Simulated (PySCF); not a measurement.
# Hf²⁺: excitation energy in x2c-TZVPPall

Aim: the excitation energy of hafnium from differences of total energies, at each level of theory, and how far each lands from the tabulated value where there is one.

Method: unrestricted determinants in a Gaussian basis, no spin-orbit coupling in the energies. Code: PySCF 2.14.0.

### 1 Starting point

* Element: hafnium (Z = 72)
* Basis: x2c-TZVPPall
* Hamiltonian: the spin-free X2C one-electron Hamiltonian (Gaussian nucleus)
* State 1: Hf²⁺: [Xe] 4f14 5d1 6p1, one real determinant (an excited configuration)
* Needed too, but not shown: Hf²⁺ [Xe] 4f14 5d2 (3F)
* Methods: UHF, LDA, PBE, PBE0, r2SCAN, revPBE, BP86, wB97M-V, MP2
* Core shells frozen in the correlated runs: valence: [Xe] 4f14; valence and next inner shell: [Kr] 4d10 4f14 (for Hf²⁺)

Outer shells as boxes (Hund's rule):

Hf2+ [Xe] 4f14 5d1 6p1
```
[Xe] core
4f [↑↓][↑↓][↑↓][↑↓][↑↓][↑↓][↑↓]
5d [↑ ][  ][  ][  ][  ]
6p [↑ ][  ][  ]
```

One driver process ran all states and methods and kept the integrals in memory. Each run is shown as a PySCF script that sums up its settings (the driver passes frozen orbitals as a list and adds second-order terms of double hybrids); the logs are those of the runs themselves. The driver starts from symmetry-adapted Hartree-Fock orbitals, holds the occupation by maximum overlap and uses a logarithmic radial grid for functionals, so a plain start would take other cycles.

The integrals over 97 functions and the set-up took 8.9 s of CPU time.

### 2 Hf²⁺ [Xe] 4f14 5d1 6p1

Level: UHF.

The input, input.py:

```python
from pyscf import gto, scf, dft, mp, cc
import basis_set_exchange as bse
mol = gto.M(atom="Hf 0 0 0", charge=2, spin=2, symmetry="D2h",
            basis=gto.basis.parse(bse.get_basis("x2c-TZVPPall", elements=["Hf"], fmt="nwchem")),
            nucmod="G")
mf = scf.UHF(mol).sfx2c1e()
mf.irrep_nelec = {'Ag': (9, 9), 'B1g': (3, 2), 'B2g': (2, 2), 'B3g': (2, 2), 'Au': (1, 1), 'B1u': (7, 6), 'B2u': (6, 6), 'B3u': (6, 6)}
mf.kernel()
```

Level: LDA.

input.py, as changed from the run before:

```diff
@@ -5,3 +5,3 @@
             nucmod="G")
-mf = scf.UHF(mol).sfx2c1e()
+mf = dft.UKS(mol, xc="LDA,VWN").sfx2c1e()
 mf.irrep_nelec = {'Ag': (9, 9), 'B1g': (3, 2), 'B2g': (2, 2), 'B3g': (2, 2), 'Au': (1, 1), 'B1u': (7, 6), 'B2u': (6, 6), 'B3u': (6, 6)}
```

Level: PBE.

input.py, as changed from the run before:

```diff
@@ -5,3 +5,3 @@
             nucmod="G")
-mf = dft.UKS(mol, xc="LDA,VWN").sfx2c1e()
+mf = dft.UKS(mol, xc="PBE").sfx2c1e()
 mf.irrep_nelec = {'Ag': (9, 9), 'B1g': (3, 2), 'B2g': (2, 2), 'B3g': (2, 2), 'Au': (1, 1), 'B1u': (7, 6), 'B2u': (6, 6), 'B3u': (6, 6)}
```

Level: PBE0.

input.py, as changed from the run before:

```diff
@@ -5,3 +5,3 @@
             nucmod="G")
-mf = dft.UKS(mol, xc="PBE").sfx2c1e()
+mf = dft.UKS(mol, xc="PBE0").sfx2c1e()
 mf.irrep_nelec = {'Ag': (9, 9), 'B1g': (3, 2), 'B2g': (2, 2), 'B3g': (2, 2), 'Au': (1, 1), 'B1u': (7, 6), 'B2u': (6, 6), 'B3u': (6, 6)}
```

Level: r2SCAN.

input.py, as changed from the run before:

```diff
@@ -5,3 +5,3 @@
             nucmod="G")
-mf = dft.UKS(mol, xc="PBE0").sfx2c1e()
+mf = dft.UKS(mol, xc="R2SCAN").sfx2c1e()
 mf.irrep_nelec = {'Ag': (9, 9), 'B1g': (3, 2), 'B2g': (2, 2), 'B3g': (2, 2), 'Au': (1, 1), 'B1u': (7, 6), 'B2u': (6, 6), 'B3u': (6, 6)}
```

Level: revPBE.

input.py, as changed from the run before:

```diff
@@ -5,3 +5,3 @@
             nucmod="G")
-mf = dft.UKS(mol, xc="R2SCAN").sfx2c1e()
+mf = dft.UKS(mol, xc="PBE_R,PBE").sfx2c1e()
 mf.irrep_nelec = {'Ag': (9, 9), 'B1g': (3, 2), 'B2g': (2, 2), 'B3g': (2, 2), 'Au': (1, 1), 'B1u': (7, 6), 'B2u': (6, 6), 'B3u': (6, 6)}
```

Level: BP86.

input.py, as changed from the run before:

```diff
@@ -5,3 +5,3 @@
             nucmod="G")
-mf = dft.UKS(mol, xc="PBE_R,PBE").sfx2c1e()
+mf = dft.UKS(mol, xc="B88,P86").sfx2c1e()
 mf.irrep_nelec = {'Ag': (9, 9), 'B1g': (3, 2), 'B2g': (2, 2), 'B3g': (2, 2), 'Au': (1, 1), 'B1u': (7, 6), 'B2u': (6, 6), 'B3u': (6, 6)}
```

Level: wB97M-V.

input.py, as changed from the run before:

```diff
@@ -5,3 +5,3 @@
             nucmod="G")
-mf = dft.UKS(mol, xc="B88,P86").sfx2c1e()
+mf = dft.UKS(mol, xc="WB97M_V").sfx2c1e()
 mf.irrep_nelec = {'Ag': (9, 9), 'B1g': (3, 2), 'B2g': (2, 2), 'B3g': (2, 2), 'Au': (1, 1), 'B1u': (7, 6), 'B2u': (6, 6), 'B3u': (6, 6)}
```

Level: MP2 (valence).

input.py, as changed from the run before:

```diff
@@ -5,4 +5,5 @@
             nucmod="G")
-mf = dft.UKS(mol, xc="WB97M_V").sfx2c1e()
+mf = scf.UHF(mol).sfx2c1e()
 mf.irrep_nelec = {'Ag': (9, 9), 'B1g': (3, 2), 'B2g': (2, 2), 'B3g': (2, 2), 'Au': (1, 1), 'B1u': (7, 6), 'B2u': (6, 6), 'B3u': (6, 6)}
 mf.kernel()
+mp.UMP2(mf, frozen=34).kernel()
```

### 3 Hf²⁺ [Xe] 4f14 5d1 6p1, continued

Level: MP2 (valence and next inner shell).

Changes to input.py since step 2:

```diff
@@ -8,2 +8,2 @@
 mf.kernel()
-mp.UMP2(mf, frozen=34).kernel()
+mp.UMP2(mf, frozen=30).kernel()
```

Before running it: what results should come out?

The runs gave:

```
                                   quantity                                                   value
excitation energy, Hf²⁺ → [Xe] 4f14 5d1 6p1  UHF 5.629, MP2 (valence and next inner shell) 5.584 eV
```

**Reading.** The methods span 0.300 eV, from PBE (5.485) to wB97M-V (5.784). No reference value is at hand in this session. All values hold for this basis alone; no basis-set limit was taken.
